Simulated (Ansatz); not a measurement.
# H5InNOSi radical: how energies converge with the basis set

One table from this session's results is given with a row withheld; the runs are named, their logs left out.

Method: one geometry, several basis sets; program: Ansatz 0.2.0, Gaussian basis.

Levels to be run: PBE0-D4/def2-SVP; ωB97M-V/def2-SVP; PBE0-D4/def2-QZVPP; ωB97M-V/def2-QZVPP; the functionals' def2-TZVPP values are taken from earlier runs.

**Structure used throughout**

An earlier PBE0-D4 in a triple-zeta def2 set relaxation fixed the geometry. In takes the def2 core potential; no spin-orbit term is included.

SMILES `[NH2][In][O][SiH3]`, 9 atoms, charge 0, spin multiplicity 2.

Atoms are counted from 1 here; the program's logs count them from 0.

Bond lengths: N1–In2 2.075 Å, N1–H5 1.015 Å, N1–H6 1.017 Å, In2–O3 2.006 Å, O3–Si4 1.624 Å, Si4–H7 1.490 Å, Si4–H8 1.495 Å, Si4–H9 1.491 Å. Angles: In2–N1–H5 112.6°, In2–N1–H6 109.6°, H5–N1–H6 107.2°, N1–In2–O3 109.8°, In2–O3–Si4 140.2°, O3–Si4–H7 110.1°, O3–Si4–H8 112.0°, O3–Si4–H9 111.5°, H7–Si4–H8 107.8°, H7–Si4–H9 108.1°, H8–Si4–H9 107.3°.

The first run:

Input file in.yaml:

```yaml
crystal:
  periodic: [false, false, false]
  atoms:
    - {symbol: N, position_ang: [-0.463985, 2.738084, -0.720737]}
    - {symbol: In, position_ang: [0.861593, 1.262789, -0.112150]}
    - {symbol: O, position_ang: [-0.122252, -0.464216, 0.161833]}
    - {symbol: Si, position_ang: [0.140732, -1.980264, 0.681001]}
    - {symbol: H, position_ang: [0.004520, 3.538218, -1.132894]}
    - {symbol: H, position_ang: [-1.093312, 2.361979, -1.426047]}
    - {symbol: H, position_ang: [-0.637453, -2.945498, -0.145092]}
    - {symbol: H, position_ang: [1.583314, -2.361776, 0.590257]}
    - {symbol: H, position_ang: [-0.273158, -2.149315, 2.103829]}
basis:
  gaussian: {orbitals: def2-SVP}
magnetization: {spin_polarized: true, initial_magnetization: 1}
hamiltonian: {xc: pbe0, dispersion: d4}
output: {orbitals: {seedname: orbitals}}
```

On the command line:

```sh
$ ansatz run in.yaml --threads 4 --pin off --events-out ev --progress --plain --max-ram 10444MiB
```

Among the steps run: PBE0-D4 in def2-SVP; ωB97M-V in def2-SVP; PBE0-D4 in def2-QZVPP; ωB97M-V in def2-QZVPP.

One table of the session follows, with a row left open; its other results are not shown here.

```
functional       basis  HOMO (eV)  LUMO (eV)
   PBE0-D4    def2-SVP      -6.31      -3.47
   PBE0-D4  def2-TZVPP      -6.40      -3.56
   PBE0-D4  def2-QZVPP          ?          ?
   ωB97M-V    def2-SVP      -8.36      -1.82
   ωB97M-V  def2-TZVPP      -8.48      -1.95
   ωB97M-V  def2-QZVPP      -8.51      -2.02
```

Estimate the missing values for PBE0-D4, def2-QZVPP.

The run gave: HOMO (eV): -6.42; LUMO (eV): -3.60. In the column «HOMO (eV)» it lies between ωB97M-V, def2-SVP (-8.36) and PBE0-D4, def2-TZVPP (-6.40).
